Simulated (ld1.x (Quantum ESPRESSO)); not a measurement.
# F: generating and testing a TM potential

Do these settings give a usable potential? It is generated, then checked for transferability, scattering, ghosts and hardness.

The numbers are computed with ld1.x (Quantum ESPRESSO) 7.5 (PBE, scalar-relativistic, spin-unpolarised reference atom).

## 1. The atom and the settings

The settings as typed:

| Quantity | Value |
| --- | --- |
| element | fluorine (F, Z = 9) |
| type | norm-conserving Troullier–Martins (Kleinman–Bylander form) |
| frozen core | [He] |
| valence charge | 7 |
| reference configuration | 2s2 2p4 (charge +1) |
| partial waves | 2s (bound): rc 0.65 bohr; 2p (bound): rc 1.25 bohr; 3d channel at 0.3 Ry: rc 1.35 bohr |
| local potential | all-electron potential smoothed inside 0.50 bohr (lloc = -2) |
| core correction | not asked for |

The nodes and maxima of the atom's own shells, from an earlier all-electron run, set the scale for the radii.

All-electron outer shells of the reference configuration (PBE, scalar-relativistic, ld1.x):

| shell | level (eV) | outermost node (bohr) | outermost maximum (bohr) |
| --- | --- | --- | --- |
| 1s | -684.12 | – | 0.11 |
| 2s | -47.39 | 0.24 | 0.75 |
| 2p | -28.31 | – | 0.68 |
| 3d | -1.72 | – | 6.87 |

## 2. Generation

Contents of F.in:

```
 &input
   title='F', zed=9., rel=1, dft='PBE', iswitch=3,
   config='[He] 2s2 2p4 3d-2',
   nld=3, rlderiv=1.50, eminld=-5.0, emaxld=5.0, deld=0.02
 /
 &inputp
   pseudotype=2, tm=.true., lloc=-2, rcloc=0.50,
   nlcc=.false.,
   file_pseudopw='F.UPF', file_wfcaegen='ae.wfc', file_wfcncgen='nc.wfc', file_beta='beta', file_chi='chi'
 /
3
2S  1  0   2.00   0.00  0.65  0.65  0.0
2P  2  1   4.00   0.00  1.25  1.25  0.0
3D  3  2  -2.00   0.30  1.35  1.35  0.0
 &test
   configts(1)='2s2 2p4'
 /
```

Run with:

```sh
$ ld1.x < F.in > F.out
```

What the program wrote to F.out (without the banner and most projector matrices):

```text
     Program LD1 v.7.5
     --------------------------- All-electron run ----------------------------

     F
     scalar relativistic calculation

     atomic number is  9.00
     dft =PBE   lsd =0 sic =0 latt =0  beta=0.20 tr2=1.0E-14
     Exchange-correlation= PBE
                           (   1   4   3   4   0   0   0)
     mesh =1105 r(mesh) =  99.76081 a.u. xmin = -7.00 dx = 0.01250
     1 Ry =  13.60569312 eV, c = 137.03599908

     n l     nl                  e(Ry)          e(Ha)          e(eV)
     1 0     1S 1( 2.00)       -50.2821       -25.1410      -684.1226
     2 0     2S 1( 2.00)        -3.4829        -1.7415       -47.3875
     2 1     2P 1( 4.00)        -2.0807        -1.0403       -28.3087

     final scf error:  2.6E-15 reached in  24 iterations

     Etot =    -198.064175 Ry,     -99.032088 Ha,   -2694.800386 eV

     Ekin =     197.957838 Ry,      98.978919 Ha,    2693.353590 eV
     Encl =    -464.349038 Ry,    -232.174519 Ha,   -6317.790507 eV
     Eh   =      87.742187 Ry,      43.871093 Ha,    1193.793269 eV
     Exc  =     -19.415162 Ry,      -9.707581 Ha,    -264.156738 eV

     normalization and overlap integrals

     s(1S/1S) =  1.000000  <r> =   0.1763  <r2> =    0.0420  r(max) =   0.1139
     s(2S/2S) =  1.000000  <r> =   0.9615  <r2> =    1.1139  r(max) =   0.7522
     s(2P/2P) =  1.000000  <r> =   0.9832  <r2> =    1.2443  r(max) =   0.6806

     ------------------------ End of All-electron run ------------------------

     --------------------- Generating NC pseudopotential ---------------------

      Generating local potential from pseudized AE potential:
      Matching radius rcloc =   0.5000
      Enforcing V''(0)=0 (lloc=-2)

      Local pseudo, rcloc= 0.498 Estimated cut-off energy=   116.23 Ry

      Wfc   2S  rcut= 0.656  Using Troullier-Martins method

      Wfc   2P  rcut= 1.256  Using Troullier-Martins method

      Wfc   3D  rcut= 1.354  Using Troullier-Martins method

     ------------------- End of pseudopotential generation -------------------

     [... the all-electron block is printed once more ...]


     Computing logarithmic derivative in   1.50538
     Computing logarithmic derivative in   1.50538
     Computing the partial wave expansion
     R is outside the sphere for l=    0 j= 0.00
     R is outside the sphere for l=    1 j= 0.00
     R is outside the sphere for l=    2 j= 0.00

     ---------------------- Testing the pseudopotential ----------------------

     F
     scalar relativistic calculation

     atomic number is  9.00   valence charge is  7.00
     dft =PBE   lsd =0 sic =0 latt =0  beta=0.20 tr2=1.0E-14
     mesh =1105 r(mesh) =  99.76081 xmin = -7.00 dx = 0.01250

     n l     nl             e AE (Ry)        e PS (Ry)    De AE-PS (Ry)
     1 0     2S   1( 2.00)       -3.48292       -3.48299        0.00007
     2 1     2P   1( 4.00)       -2.08065       -2.08066        0.00001

     eps = 4.6E-15  iter =  6

     Etot =    -198.064175 Ry,     -99.032088 Ha,   -2694.800386 eV
     Etotps =   -46.478439 Ry,     -23.239220 Ha,    -632.371379 eV

     Ekin =      31.710613 Ry,      15.855307 Ha,     431.444872 eV
     Encl =    -104.614353 Ry,     -52.307177 Ha,   -1423.350786 eV
     Ehrt =      33.525454 Ry,      16.762727 Ha,     456.137037 eV
     Ecxc =      -7.941980 Ry,      -3.970990 Ha,    -108.056149 eV
     Epseu=       0.841828 Ry,       0.420914 Ha,      11.453647 eV

     ---------------------- End of pseudopotential test ----------------------
```

It took 0.7 s on 1 thread of Neoverse-V2, shared host. This counts the later configuration tests of the new file too.

All-electron and pseudo partial waves u(r) = r·R(r), from the program's wave files:

| r (bohr) | 2s AE | 2s PS |
| --- | --- | --- |
| 0.068 | -0.4493 | 0.0780 |
| 0.135 | -0.4055 | 0.1610 |
| 0.202 | -0.1725 | 0.2565 |
| 0.270 | 0.1141 | 0.3716 |
| 0.338 | 0.3846 | 0.5063 |
| 0.405 | 0.6085 | 0.6512 |
| 0.473 | 0.7850 | 0.7940 |
| 0.540 | 0.9099 | 0.9107 |
| 0.608 | 0.9925 | 0.9925 |
| 0.675 | 1.0372 | 1.0372 |
| 0.742 | 1.0529 | 1.0529 |
| 0.810 | 1.0456 | 1.0456 |
| 0.878 | 1.0208 | 1.0208 |
| 0.945 | 0.9841 | 0.9841 |
| 1.013 | 0.9382 | 0.9382 |
| 1.080 | 0.8876 | 0.8876 |
| 1.148 | 0.8330 | 0.8330 |
| 1.215 | 0.7780 | 0.7780 |
| 1.283 | 0.7223 | 0.7223 |
| 1.350 | 0.6684 | 0.6684 |
| 1.418 | 0.6156 | 0.6156 |
| 1.485 | 0.5659 | 0.5659 |
| 1.553 | 0.5180 | 0.5180 |
| 1.620 | 0.4738 | 0.4738 |
| 1.688 | 0.4318 | 0.4318 |
| 1.755 | 0.3933 | 0.3933 |

## 3. Testing the new file in other configurations

Contents of F.test.in:

```
 &input
   title='F', zed=9., rel=1, dft='PBE', iswitch=2,
   config='[He] 2s2 2p4 3d-2'
 /
 &test
   file_pseudo='F.UPF', nconf=8,
   configts(1)='2s2 2p4',
   configts(2)='2s2 2p5',
   configts(3)='2s2 2p3',
   configts(4)='2s2 2p2',
   configts(5)='2s2 2p5.3',
   configts(6)='2s2 2p1',
   configts(7)='2s1 2p6',
   configts(8)='2s2 2p4.5'
 /
```

Run with:

```sh
$ ld1.x < F.test.in > F.test.out
```

F.test.out, the pseudopotential blocks:

```text
     ---------------------- Testing the pseudopotential ----------------------

     F
     scalar relativistic calculation

     atomic number is  9.00   valence charge is  7.00
     dft =PBE   lsd =0 sic =0 latt =0  beta=0.20 tr2=1.0E-14
     mesh =1105 r(mesh) =  99.76081 xmin = -7.00 dx = 0.01250

     n l     nl             e AE (Ry)        e PS (Ry)    De AE-PS (Ry)
     1 0     2S   1( 2.00)       -3.48292       -3.48299        0.00007
     2 1     2P   1( 4.00)       -2.08065       -2.08066        0.00001

     eps = 3.1E-16  iter =  6

     Etot =    -198.064175 Ry,     -99.032088 Ha,   -2694.800384 eV
     Etotps =   -46.478439 Ry,     -23.239220 Ha,    -632.371379 eV

     Ekin =      31.710613 Ry,      15.855307 Ha,     431.444870 eV
     Encl =    -104.614353 Ry,     -52.307177 Ha,   -1423.350784 eV
     Ehrt =      33.525454 Ry,      16.762727 Ha,     456.137036 eV
     Ecxc =      -7.941980 Ry,      -3.970990 Ha,    -108.056148 eV
     Epseu=       0.841828 Ry,       0.420914 Ha,      11.453647 eV

     ---------------------- End of pseudopotential test ----------------------

     ---------------------- Testing the pseudopotential ----------------------

     F
     scalar relativistic calculation

     atomic number is  9.00   valence charge is  7.00
     dft =PBE   lsd =0 sic =0 latt =0  beta=0.20 tr2=1.0E-14
     mesh =1105 r(mesh) =  99.76081 xmin = -7.00 dx = 0.01250

     n l     nl             e AE (Ry)        e PS (Ry)    De AE-PS (Ry)
     1 0     2S   1( 2.00)       -2.19758       -2.19475       -0.00283
     2 1     2P   1( 5.00)       -0.81670       -0.81721        0.00051

     eps = 3.5E-15  iter = 14

     Etot =    -199.489330 Ry,     -99.744665 Ha,   -2714.190600 eV
     Etotps =   -47.904309 Ry,     -23.952154 Ha,    -651.771328 eV
     dEtot_ae =      -1.425155 Ry
     dEtot_ps =      -1.425870 Ry,   Delta E=       0.000715 Ry

     Ekin =      33.936258 Ry,      16.968129 Ha,     461.726308 eV
     Encl =    -115.251138 Ry,     -57.625569 Ha,   -1568.071612 eV
     Ehrt =      42.078756 Ry,      21.039378 Ha,     572.510645 eV
     Ecxc =      -8.973654 Ry,      -4.486827 Ha,    -122.092786 eV
     Epseu=       0.305469 Ry,       0.152735 Ha,       4.156119 eV

     ---------------------- End of pseudopotential test ----------------------

     ---------------------- Testing the pseudopotential ----------------------

     F
     scalar relativistic calculation

     atomic number is  9.00   valence charge is  7.00
     dft =PBE   lsd =0 sic =0 latt =0  beta=0.20 tr2=1.0E-14
     mesh =1105 r(mesh) =  99.76081 xmin = -7.00 dx = 0.01250

     n l     nl             e AE (Ry)        e PS (Ry)    De AE-PS (Ry)
     1 0     2S   1( 2.00)       -4.99731       -4.99782        0.00050
     2 1     2P   1( 3.00)       -3.60167       -3.59269       -0.00898  !

     eps = 1.8E-15  iter = 20

     Etot =    -195.242940 Ry,     -97.621470 Ha,   -2656.415526 eV
     Etotps =   -43.660449 Ry,     -21.830224 Ha,    -594.030669 eV
     dEtot_ae =       2.821235 Ry
     dEtot_ps =       2.817990 Ry,   Delta E=       0.003245 Ry

     Ekin =      27.899574 Ry,      13.949787 Ha,     379.593041 eV
     Encl =     -91.400536 Ry,     -45.700268 Ha,   -1243.567643 eV
     Ehrt =      24.841687 Ry,      12.420844 Ha,     337.988371 eV
     Ecxc =      -6.683932 Ry,      -3.341966 Ha,     -90.939533 eV
     Epseu=       1.682758 Ry,       0.841379 Ha,      22.895095 eV

     ---------------------- End of pseudopotential test ----------------------

     ---------------------- Testing the pseudopotential ----------------------

     F
     scalar relativistic calculation

     atomic number is  9.00   valence charge is  7.00
     dft =PBE   lsd =0 sic =0 latt =0  beta=0.20 tr2=1.0E-14
     mesh =1105 r(mesh) =  99.76081 xmin = -7.00 dx = 0.01250

     n l     nl             e AE (Ry)        e PS (Ry)    De AE-PS (Ry)
     1 0     2S   1( 2.00)       -6.70364       -6.69593       -0.00771  !
     2 1     2P   1( 2.00)       -5.34782       -5.31049       -0.03733  !

     eps = 5.5E-15  iter = 20

     Etot =    -190.786158 Ry,     -95.393079 Ha,   -2595.777923 eV
     Etotps =   -39.224464 Ry,     -19.612232 Ha,    -533.676027 eV
     dEtot_ae =       7.278017 Ry
     dEtot_ps =       7.253975 Ry,   Delta E=       0.024042 Ry

     Ekin =      22.433484 Ry,      11.216742 Ha,     305.223099 eV
     Encl =     -75.960781 Ry,     -37.980390 Ha,   -1033.499070 eV
     Ehrt =      16.743640 Ry,       8.371820 Ha,     227.808822 eV
     Ecxc =      -5.272872 Ry,      -2.636436 Ha,     -71.741079 eV
     Epseu=       2.832065 Ry,       1.416032 Ha,      38.532202 eV

     ---------------------- End of pseudopotential test ----------------------

     ---------------------- Testing the pseudopotential ----------------------

     F
     scalar relativistic calculation

     atomic number is  9.00   valence charge is  7.00
     dft =PBE   lsd =0 sic =0 latt =0  beta=0.20 tr2=1.0E-14
     mesh =1105 r(mesh) =  99.76081 xmin = -7.00 dx = 0.01250

     n l     nl             e AE (Ry)        e PS (Ry)    De AE-PS (Ry)
     1 0     2S   1( 2.00)       -1.86725       -1.86370       -0.00355
     2 1     2P   1( 5.30)       -0.49676       -0.49691        0.00014

     eps = 7.9E-15  iter = 13

     Etot =    -199.685554 Ry,     -99.842777 Ha,   -2716.860368 eV
     Etotps =   -48.100652 Ry,     -24.050326 Ha,    -654.442706 eV
     dEtot_ae =      -1.621379 Ry
     dEtot_ps =      -1.622213 Ry,   Delta E=       0.000834 Ry

     Ekin =      34.310512 Ry,      17.155256 Ha,     466.818296 eV
     Encl =    -117.856845 Ry,     -58.928423 Ha,   -1603.524068 eV
     Ehrt =      44.466210 Ry,      22.233105 Ha,     604.993609 eV
     Ecxc =      -9.224520 Ry,      -4.612260 Ha,    -125.505993 eV
     Epseu=       0.203992 Ry,       0.101996 Ha,       2.775451 eV

     ---------------------- End of pseudopotential test ----------------------

     ---------------------- Testing the pseudopotential ----------------------

     F
     scalar relativistic calculation

     atomic number is  9.00   valence charge is  7.00
     dft =PBE   lsd =0 sic =0 latt =0  beta=0.20 tr2=1.0E-14
     mesh =1105 r(mesh) =  99.76081 xmin = -7.00 dx = 0.01250

     n l     nl             e AE (Ry)        e PS (Ry)    De AE-PS (Ry)
     1 0     2S   1( 2.00)       -8.57765       -8.54410       -0.03355  !
     2 1     2P   1( 1.00)       -7.29740       -7.19698       -0.10042  !

     eps = 8.2E-15  iter = 16

     Etot =    -184.479831 Ry,     -92.239915 Ha,   -2509.975963 eV
     Etotps =   -32.983084 Ry,     -16.491542 Ha,    -448.757725 eV
     dEtot_ae =      13.584344 Ry
     dEtot_ps =      13.495355 Ry,   Delta E=       0.088990 Ry

     Ekin =      15.297288 Ry,       7.648644 Ha,     208.130204 eV
     Encl =     -58.573439 Ry,     -29.286719 Ha,    -796.932235 eV
     Ehrt =       9.787552 Ry,       4.893776 Ha,     133.166424 eV
     Ecxc =      -3.779407 Ry,      -1.889703 Ha,     -51.421448 eV
     Epseu=       4.284922 Ry,       2.142461 Ha,      58.299329 eV

     ---------------------- End of pseudopotential test ----------------------

     ---------------------- Testing the pseudopotential ----------------------

     F
     scalar relativistic calculation

     atomic number is  9.00   valence charge is  7.00
     dft =PBE   lsd =0 sic =0 latt =0  beta=0.20 tr2=1.0E-14
     mesh =1105 r(mesh) =  99.76081 xmin = -7.00 dx = 0.01250

     n l     nl             e AE (Ry)        e PS (Ry)    De AE-PS (Ry)
     1 0     2S   1( 1.00)       -2.23280       -2.22919       -0.00362
     2 1     2P   1( 6.00)       -0.84819       -0.84994        0.00175

     eps = 5.0E-15  iter = 18

     Etot =    -198.106554 Ry,     -99.053277 Ha,   -2695.376983 eV
     Etotps =   -46.525909 Ry,     -23.262955 Ha,    -633.017246 eV
     dEtot_ae =      -0.042379 Ry
     dEtot_ps =      -0.047470 Ry,   Delta E=       0.005091 Ry

     Ekin =      37.953995 Ry,      18.976998 Ha,     516.390414 eV
     Encl =    -115.206406 Ry,     -57.603203 Ha,   -1567.463004 eV
     Ehrt =      41.832033 Ry,      20.916016 Ha,     569.153802 eV
     Ecxc =      -8.928229 Ry,      -4.464115 Ha,    -121.474748 eV
     Epseu=      -2.177303 Ry,      -1.088651 Ha,     -29.623711 eV

     ---------------------- End of pseudopotential test ----------------------

     ---------------------- Testing the pseudopotential ----------------------

     F
     scalar relativistic calculation

     atomic number is  9.00   valence charge is  7.00
     dft =PBE   lsd =0 sic =0 latt =0  beta=0.20 tr2=1.0E-14
     mesh =1105 r(mesh) =  99.76081 xmin = -7.00 dx = 0.01250

     n l     nl             e AE (Ry)        e PS (Ry)    De AE-PS (Ry)
     1 0     2S   1( 2.00)       -2.80814       -2.80677       -0.00137
     2 1     2P   1( 4.50)       -1.41356       -1.41436        0.00080

     eps = 4.3E-16  iter = 16

     Etot =    -198.934914 Ry,     -99.467457 Ha,   -2706.647396 eV
     Etotps =   -47.349497 Ry,     -23.674749 Ha,    -644.222726 eV
     dEtot_ae =      -0.870739 Ry
     dEtot_ps =      -0.871058 Ry,   Delta E=       0.000319 Ry

     Ekin =      33.015451 Ry,      16.507726 Ha,     449.198095 eV
     Encl =    -110.283498 Ry,     -55.141749 Ha,   -1500.483425 eV
     Ehrt =      37.874214 Ry,      18.937107 Ha,     515.304935 eV
     Ecxc =      -8.491433 Ry,      -4.245717 Ha,    -115.531832 eV
     Epseu=       0.535769 Ry,       0.267884 Ha,       7.289502 eV

     ---------------------- End of pseudopotential test ----------------------
```

Energies count from the reference configuration 2s2 2p4; the error is all-electron less pseudo.

```csv
valence configuration,charge,ΔE all-electron (eV),error AE − PS (meV)
2s2 2p5,0,-19.390,+9.7
2s2 2p3,+2,38.385,+44
2s2 2p2,+3,99.022,+327
2s2 2p5.3,-0.3,-22.060,+11
2s2 2p1,+4,184.824,+1211
2s1 2p6,0,-0.577,+69
2s2 2p4.5,+0.5,-11.847,+4.3
```

## 4. Does it scatter like the atom?

Taken from the files of the generation run. The phase is arctan(r·u′/u) with u = r·R, unwrapped, with energies in Ry. A pole is an energy at which the radial function vanishes at the test radius. The pseudo phase is shifted by a multiple of π to meet the all-electron one at the reference energy. Levels narrower than the energy grid can be missing from the poles. The last column is the largest difference on the grid between −1 and +1 Ry.

| channel | radius (bohr) | reference (Ry) | poles AE | poles PS | window around the reference with phases within 0.05 rad (Ry) | largest difference near zero (rad) |
| --- | --- | --- | --- | --- | --- | --- |
| s | 1.50 | -3.48 | -2.25 | -2.25 | below 4.3 | 0.003 |
| p | 1.50 | -2.08 | -0.95 | -0.94 | below 3.4 | 0.007 |
| d | 1.50 | 0.30 | none | none | the whole range | 0.000 |

Phases (rad) along the scan:

| E (Ry) | p AE | p PS | d AE | d PS |
| --- | --- | --- | --- | --- |
| -5.00 | 1.175 | 1.176 | 1.298 | 1.298 |
| -4.48 | 1.122 | 1.123 | 1.286 | 1.286 |
| -3.96 | 1.039 | 1.040 | 1.272 | 1.272 |
| -3.44 | 0.884 | 0.886 | 1.256 | 1.256 |
| -2.92 | 0.515 | 0.517 | 1.238 | 1.238 |
| -2.40 | -0.421 | -0.420 | 1.216 | 1.216 |
| -1.88 | -1.178 | -1.178 | 1.191 | 1.191 |
| -1.36 | -1.459 | -1.458 | 1.159 | 1.159 |
| -0.84 | -1.593 | -1.591 | 1.120 | 1.120 |
| -0.32 | -1.677 | -1.674 | 1.070 | 1.070 |
| 0.20 | -1.740 | -1.736 | 1.004 | 1.004 |
| 0.72 | -1.795 | -1.789 | 0.913 | 0.913 |
| 1.24 | -1.849 | -1.841 | 0.780 | 0.780 |
| 1.76 | -1.907 | -1.895 | 0.581 | 0.581 |
| 2.28 | -1.976 | -1.958 | 0.277 | 0.278 |
| 2.80 | -2.064 | -2.036 | -0.135 | -0.133 |
| 3.32 | -2.185 | -2.139 | -0.553 | -0.551 |
| 3.84 | -2.361 | -2.283 | -0.868 | -0.866 |
| 4.36 | -2.632 | -2.497 | -1.077 | -1.075 |
| 4.88 | -3.028 | -2.814 | -1.216 | -1.214 |

## 5. Plane-wave convergence, by spherical Bessel functions

A separate test, outside the generator: the pseudo-atom's Hamiltonian at the reference potential is diagonalised in spherical Bessel functions j_l(qr) that vanish at 20 bohr, with q² up to the cutoff.

All-electron valence levels (Ry): 2s -3.4829, 2p -2.0806. The lowest levels of each channel (Ry) by cutoff; the last column sums, over occupied levels, occupation times the distance from the level at 400 Ry. A positive value at high cutoff is not a bound level.

| cutoff (Ry) | s #1 | p #1 | d #1 | f #1 | Σ f·Δε (mRy) |
| --- | --- | --- | --- | --- | --- |
| 8 | -3.1423 | -0.8133 | -0.1254 | -0.0413 | 5750.7 |
| 18 | -3.2433 | -1.2290 | -0.1258 | -0.0413 | 3885.7 |
| 35 | -3.3104 | -1.7577 | -0.1258 | -0.0413 | 1637.0 |
| 55 | -3.4157 | -2.0121 | -0.1258 | -0.0413 | 408.6 |
| 80 | -3.4651 | -2.0773 | -0.1258 | -0.0413 | 48.9 |
| 120 | -3.4785 | -2.0802 | -0.1258 | -0.0413 | 10.5 |
| 140 | -3.4786 | -2.0804 | -0.1258 | -0.0413 | 9.6 |
| 200 | -3.4810 | -2.0806 | -0.1258 | -0.0413 | 3.9 |
| 260 | -3.4826 | -2.0807 | -0.1258 | -0.0413 | 0.6 |
| 350 | -3.4829 | -2.0807 | -0.1258 | -0.0413 | 0.1 |
| 400 | -3.4829 | -2.0807 | -0.1258 | -0.0413 | 0.0 |

The sum stays within 10 mRy from 140 Ry and within 1 mRy from 260 Ry. The sum leaves out empty levels, which can need more. Ghost test: no level below the all-electron spectrum of its channel (s, p, d, f tested).

## 6. Outcome

```
                                                quantity                   value
               cutoffs for 10 and 1 mRy, occupied levels       140 Ry and 260 Ry
                                            bound ghosts              none found
                            largest test error (AE − PS)  +1211 meV, for 2s2 2p1
largest phase difference near zero energy, channels read               0.007 rad
```

In words: By total energies transferability is poor: the largest error is 1211 meV on 184.8 eV, for 2s2 2p1. That test lies far up in energy; among those under 40 eV, nearer to bonding, the largest error is 69 meV. It counts as very hard, with 140 Ry needed at the looser tolerance. The slowest occupied level is 2s: taken alone it needs 230 Ry to come within 1 mRy, against 100 Ry for 2p. The Bessel-basis test finds no level below the valence levels. Near zero energy the phases of the channels with partial waves agree within 0.007 rad. All of this concerns the isolated atom, not yet a solid.
